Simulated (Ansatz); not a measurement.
# BrF3H2OSi: the cost of one run

Program: Ansatz 0.2.0. Level of theory: RKS B3LYP-D4/def2-SVP. These are calculated values, not measurements.

**1. The starting structure**

Bond lengths: Si1–Br2 2.699 Å, Si1–F3 1.579 Å, Si1–F4 1.578 Å, Si1–F5 1.586 Å, Si1–O7 2.064 Å, O7–H8 0.960 Å. Angles: Br2–Si1–F3 89.1°, Br2–Si1–F4 91.1°, Br2–Si1–F5 158.2°, Br2–Si1–O7 73.7°, F3–Si1–F4 117.4°, F3–Si1–F5 99.1°, F3–Si1–O7 135.2°, F4–Si1–F5 102.6°, F4–Si1–O7 104.3°, F5–Si1–O7 86.5°, Si1–O7–H8 115.2°.

Coordinates:

```xyz
8

Si   -0.5089   -0.3284   -0.5526
Br    2.0987   -0.9625   -0.2666
F    -0.7887   -1.8016   -1.0463
F    -0.1583    0.7507   -1.6491
F    -1.9811    0.0780   -0.1257
H     1.3426    0.2731    1.0983
O     0.1056    0.5300    1.2211
H    -0.1099    1.4606    1.3208
```

**2. Pulling towards end A**

Springs on the bonds that form and break draw the guess towards this end; the thresholds are loose.

The input, input.yaml:

```yaml
crystal:
  periodic: [false, false, false]
  atoms:
    - { symbol: Si, position_ang: [-0.5089, -0.3284, -0.5526] }
    - { symbol: Br, position_ang: [2.0987, -0.9625, -0.2666] }
    - { symbol: F, position_ang: [-0.7887, -1.8016, -1.0463] }
    - { symbol: F, position_ang: [-0.1583, 0.7507, -1.6491] }
    - { symbol: F, position_ang: [-1.9811, 0.078, -0.1257] }
    - { symbol: H, position_ang: [1.3426, 0.2731, 1.0983] }
    - { symbol: O, position_ang: [0.1056, 0.53, 1.2211] }
    - { symbol: H, position_ang: [-0.1099, 1.4606, 1.3208] }
basis:
  gaussian: { orbitals: def2-SVP }
hamiltonian:
  xc: b3lyp
  dispersion: d4
relax:
  f_tol: 0.15
  max_steps: 25
  restrain:
    - { distance: [0, 6], at: 3.07, k: 30.0 }
    - { distance: [5, 1], at: 2.81, k: 30.0 }
    - { distance: [0, 1], at: 2.31, k: 30.0 }
    - { distance: [5, 6], at: 0.97, k: 30.0 }
output:
  orbitals: {}
```

Command:

```bash
ansatz run input.yaml --threads 2 --pin off --max-ram 3072MiB --backend cpu --events-out ev --progress --plain --runs-dir out
```

**Question.** How long does this run take on 2 threads of INTEL XEON PLATINUM 8581C at 2.30GHz (Emerald Rapids), shared host, and how much memory does it need?

About 34 s, with a peak of 0.33 GiB.
